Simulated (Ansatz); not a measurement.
# Al₃H₃OS: one species, many methods

Aim: compute Al₃H₃OS with functionals from several rungs and with coupled cluster. The yardstick is the atomisation energy at the CCSD(T) limit.

The runs use Ansatz 0.2.0, Gaussian basis; functionals in def2-TZVPP, the program's frozen cores in correlated methods.

Plan: LDA (SPW92), PBE-D4, revPBE-D4, BLYP-D4, r2SCAN-D4, B97M-V, PBE0-D4, B3LYP-D4, r2SCANh-D4, r2SCAN0-D4, HSE06-D4, BHLYP-D4, CAM-B3LYP-D4, LC-ωPBE, ωB97X-V, ωB97M-V, B2PLYP, PBE-QIDH; CCSD(T)/def2-SVP; CCSD(T)/def2-TZVPP; MP2/def2-QZVPP; extrapolation to the limit; RPA on PBE.

## 1. The geometry

All runs share one geometry, relaxed beforehand with PBE0-D4 in a triple-zeta def2 set.

SMILES `[OH][AlH][Al]1[AlH][S]1`, 8 atoms, charge 0, spin multiplicity 1.

Atoms are counted from 1 here; the program's logs count them from 0.

Bond lengths: O1–Al2 1.698 Å, O1–H6 0.955 Å, Al2–Al3 2.588 Å, Al2–H7 1.585 Å, Al3–Al4 2.410 Å, Al3–S5 2.235 Å, Al4–S5 2.208 Å, Al4–H8 1.582 Å. Angles: Al2–O1–H6 124.6°, O1–Al2–Al3 120.0°, O1–Al2–H7 114.9°, Al3–Al2–H7 125.1°, Al2–Al3–Al4 176.1°, Al2–Al3–S5 127.3°, Al4–Al3–S5 56.6°, Al3–Al4–S5 57.7°, Al3–Al4–H8 175.0°, S5–Al4–H8 127.3°, Al3–S5–Al4 65.7°.

Coordinates:

```tsv
atom	x (Å)	y (Å)	z (Å)
O1	0.0842	2.9125	0.8830
Al2	0.4608	1.9144	-0.4385
Al3	-0.1242	-0.6054	-0.3640
Al4	-0.8115	-2.9158	-0.3682
S5	1.0306	-2.2344	0.6401
H6	-0.2960	2.6050	1.7037
H7	1.1216	2.6599	-1.6707
H8	-1.3733	-4.3932	-0.4414
```

## 2. LDA

This LDA is Slater exchange with PW92 correlation.

Contents of in.yaml:

```yaml
crystal:
  periodic: [false, false, false]
  atoms:
    - {symbol: O, position_ang: [0.084242, 2.912472, 0.883029]}
    - {symbol: Al, position_ang: [0.460761, 1.914388, -0.438496]}
    - {symbol: Al, position_ang: [-0.124237, -0.605363, -0.364018]}
    - {symbol: Al, position_ang: [-0.811504, -2.915795, -0.368175]}
    - {symbol: S, position_ang: [1.030583, -2.234423, 0.640144]}
    - {symbol: H, position_ang: [-0.296028, 2.604967, 1.703723]}
    - {symbol: H, position_ang: [1.121587, 2.659852, -1.670672]}
    - {symbol: H, position_ang: [-1.373304, -4.393197, -0.441437]}
basis:
  gaussian: {orbitals: def2-TZVPP}
hamiltonian: {xc: lda}
output: {orbitals: {seedname: orbitals}}
```

Command:

```bash
$ ansatz run in.yaml --threads 2 --pin off --events-out ev --progress --plain --max-ram 4352MiB
```

The runs that follow: PBE-D4 (GGA); revPBE-D4 (GGA); BLYP-D4 (GGA); r2SCAN-D4 (meta-GGA); B97M-V (meta-GGA); PBE0-D4 (hybrid); B3LYP-D4 (hybrid); r2SCANh-D4 (hybrid); r2SCAN0-D4 (hybrid); HSE06-D4 (hybrid); BHLYP-D4 (hybrid); CAM-B3LYP-D4 (range-separated); LC-ωPBE (range-separated); ωB97X-V (range-separated); ωB97M-V (range-separated); B2PLYP (double hybrid); PBE-QIDH (double hybrid); CCSD(T) in def2-SVP; CCSD(T) in def2-TZVPP; MP2 in def2-QZVPP; RPA on PBE orbitals.

Q: Predict the results of all the runs planned. Wanted: atomisation energy, CCSD(T)/CBS; farthest beyond LDA; mean size of error, GGA; mean size of error, meta-GGA; mean size of error, hybrid; mean size of error, range-separated; mean size of error, double hybrid; gap, smallest and largest; T1 diagnostic.

As calculated:

```
                               quantity                                     value
        atomisation energy, CCSD(T)/CBS                             2357.9 kJ/mol
 functionals within 11.8 kJ/mol (0.5 %)               PBE-D4, r2SCANh-D4, ωB97X-V
                    farthest beyond LDA                  BHLYP-D4 (-119.6 kJ/mol)
                mean size of error, GGA                               43.3 kJ/mol
           mean size of error, meta-GGA                               31.2 kJ/mol
             mean size of error, hybrid                               50.1 kJ/mol
    mean size of error, range-separated                               27.2 kJ/mol
      mean size of error, double hybrid                               54.6 kJ/mol
              gap, smallest and largest  1.91 eV (LDA (SPW92)), 7.72 eV (LC-ωPBE)
                          T1 diagnostic                                    0.0161
triples share of the correlation energy                                     4.4 %
```

The LDA atomisation energy is off by 305.5 kJ/mol (13 %): it overbinds. PBE-D4 misses by +2.7 kJ/mol. Double hybrids carry the basis error of their MP2 part in triple zeta, and no dispersion term here, so their miss is partly the set-up's. By mean error the best rung here is range-separated (27.2 kJ/mol) and the worst beyond LDA is double hybrid (54.6 kJ/mol). The gap between the best rungs is small, so their order is not settled. The reference freezes the cores and leaves out relativity and excitations past (T), so misses under about 11.8 kJ/mol can't be ranked. Hartree-Fock recovers 70 % of the binding; the rest is correlation. CCSD(T) in def2-SVP is off by -207.9 kJ/mol, so the small basis spoils what the method gains. Orbital gaps span 1.9 to 7.7 eV; exact exchange widens them.
